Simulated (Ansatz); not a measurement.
# Li+ with SiH3F: structure and interaction energy

The task here is to estimate one member of a computed series from the others.

The runs use Ansatz 0.2.0, Gaussian basis; PBE0-D4 structure, single points in def2-TZVPPD.

Levels: PBE-D4, revPBE-D4, BLYP-D4, r2SCAN-D4, B97M-V, PBE0-D4, B3LYP-D4, HSE06-D4, wB97X-V, wB97M-V, B2PLYP, Hartree-Fock, MP2, CCSD, CCSD(T). The reference is CCSD(T) extrapolated to the basis limit.

Cores are frozen in the correlated methods. The outer core shell of Li, Na, Mg and K is correlated. B3LYP uses VWN-RPA correlation. B2PLYP carries no dispersion term here.

27 further runs of the same task are left out: 2 that didn't finish, 25 set aside as unsound or not needed.

## Where the work starts

The pair, from a GFN2-xTB docking trial: 6 atoms, charge 1, spin multiplicity 1.

Atoms are counted from 1 here; the program's logs count them from 0.

Bond lengths: Li1–F3 1.699 Å, Si2–F3 1.790 Å, Si2–H4 1.454 Å, Si2–H5 1.452 Å, Si2–H6 1.453 Å. Angles: F3–Si2–H4 97.6°, F3–Si2–H5 98.6°, F3–Si2–H6 97.8°, H4–Si2–H5 118.0°, H4–Si2–H6 118.3°, H5–Si2–H6 118.0°, Li1–F3–Si2 178.7°.

Coordinates:

```xyz
6
FH3LiSi
Li    0.1326   -0.0836   -2.7050
Si   -0.0393    0.0223    0.7776
F     0.0601   -0.0153   -1.0094
H    -1.4050   -0.4615    0.9039
H     0.2039    1.4396    0.9782
H     1.0477   -0.9014    1.0547
```

Atoms 1 to 1 are fragment A (Li+), the rest fragment B (SiH3F).

Set-up of the first run:

Contents of pre/in.yaml:

```yaml
crystal:
  periodic: [false, false, false]
  atoms:
    - {symbol: Li, position_ang: [0.132600, -0.083600, -2.705000]}
    - {symbol: Si, position_ang: [-0.039300, 0.022300, 0.777600]}
    - {symbol: F, position_ang: [0.060100, -0.015300, -1.009400]}
    - {symbol: H, position_ang: [-1.405000, -0.461500, 0.903900]}
    - {symbol: H, position_ang: [0.203900, 1.439600, 0.978200]}
    - {symbol: H, position_ang: [1.047700, -0.901400, 1.054700]}
basis:
  gaussian: {orbitals: def2-SVP}
total_charge: 1
hamiltonian: {xc: pbe, dispersion: d4}
relax: {f_tol: 0.03, max_steps: 250}
```

The command line of these runs was not kept.

Among the steps run: A first relaxation in a small basis; Relaxation at PBE0-D4; CCSD(T)/def2-TZVPPD; MP2/def2-QZVPPD; Vibrations of the pair.

One table of the session follows, with a row left open; its other results are not shown here.

```
      method  interaction (kcal/mol)
      PBE-D4                  -30.88
   revPBE-D4                  -29.79
     BLYP-D4                       ?
   r2SCAN-D4                  -29.87
      B97M-V                  -30.12
     PBE0-D4                  -32.06
    B3LYP-D4                  -32.85
    HSE06-D4                  -32.02
     wB97X-V                  -31.40
     wB97M-V                  -31.44
      B2PLYP                  -32.08
Hartree-Fock                  -33.33
         MP2                  -30.47
        CCSD                  -31.24
     CCSD(T)                  -30.70
 CCSD(T)/CBS                  -31.68
```

Estimate the missing values for BLYP-D4.

The run gave: interaction (kcal/mol): -31.70. In the column «interaction (kcal/mol)» it lies between HSE06-D4 (-32.02) and CCSD(T)/CBS (-31.68).
